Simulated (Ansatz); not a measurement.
# CaMgF4: the cost of one run

Program: Ansatz 0.2.0. Level of theory: DFT PBE, scalar-relativistic, plane waves, PAW. These are calculated values, not measurements.

1 further run of the same task is left out (it didn't finish).

**1. The system as given**

The structure is cubic, space group F-43m (No. 216). The conventional cell has a = 6.876 Å, b = 6.876 Å, c = 6.876 Å, α = 90.00°, β = 90.00°, γ = 90.00°. Ca (site symmetry -43m) has 12 F at 2.85 Å and 4 Mg at 2.98 Å in its first shell of neighbours. Around Mg (site symmetry -43m) lie 12 F at 2.85 Å and 4 Ca at 2.98 Å. F (site symmetry 3m) has 6 F at 2.43 Å and 3 Mg at 2.85 Å and 3 Ca at 2.85 Å in its first shell of neighbours.

Coordinates:

```cif
data_structure
_symmetry_space_group_name_H-M 'P 1'
_symmetry_Int_Tables_number 1
_cell_length_a 4.8621
_cell_length_b 4.8621
_cell_length_c 4.8621
_cell_angle_alpha 60.000
_cell_angle_beta 60.000
_cell_angle_gamma 60.000
_cell_volume 81.28
loop_
_atom_site_label
_atom_site_type_symbol
_atom_site_fract_x
_atom_site_fract_y
_atom_site_fract_z
_atom_site_occupancy
Ca1 Ca 0.25000 0.25000 0.25000 1
Mg1 Mg 0.00000 0.00000 0.00000 1
F1 F 0.62513 0.12462 0.62513 1
F2 F 0.62513 0.62513 0.12462 1
F3 F 0.62513 0.62513 0.62513 1
F4 F 0.12462 0.62513 0.62513 1
```

A structure generator made this guess: species swapped into a database cell of CeYCo4 (F-43m, No. 216), with Ca on the Ce sites, Mg on the Y sites and F on the Co sites. Its size is a rough estimate.

**2. A first look at the guess**

input.yaml reads:

```yaml
crystal:
  lattice:
    - [0.0, 3.43803926, 3.43803926]
    - [3.43803926, 0.0, 3.43803926]
    - [3.43803926, 3.43803926, 0.0]
  atoms:
    - { symbol: Ca, position: [0.25, 0.25, 0.25] }
    - { symbol: Mg, position: [0.0, 0.0, 0.0] }
    - { symbol: F, position: [0.62512533, 0.124624, 0.62512533] }
    - { symbol: F, position: [0.62512533, 0.62512533, 0.124624] }
    - { symbol: F, position: [0.62512533, 0.62512533, 0.62512533] }
    - { symbol: F, position: [0.124624, 0.62512533, 0.62512533] }
basis:
  ecutwfc: 420
kpoints:
  mp_grid: { grid: [4, 4, 4] }
hamiltonian:
  xc: pbe
scf:
  occupations: { method: gaussian, width: 0.1 }
  lower_state_search: "off"
output:
  forces: true
  stress: true
  eigenvalues: true
```

The run is started by

```bash
$ ansatz run input.yaml --threads 1 --pin off --max-ram 2560MiB --backend cpu --events-out ev --progress --plain --runs-dir out
```

What time and memory should one allow on 1 thread of Intel Xeon 6975P-C (Granite Rapids), shared host?

About 1.1 s, with a peak of 0.37 GiB.
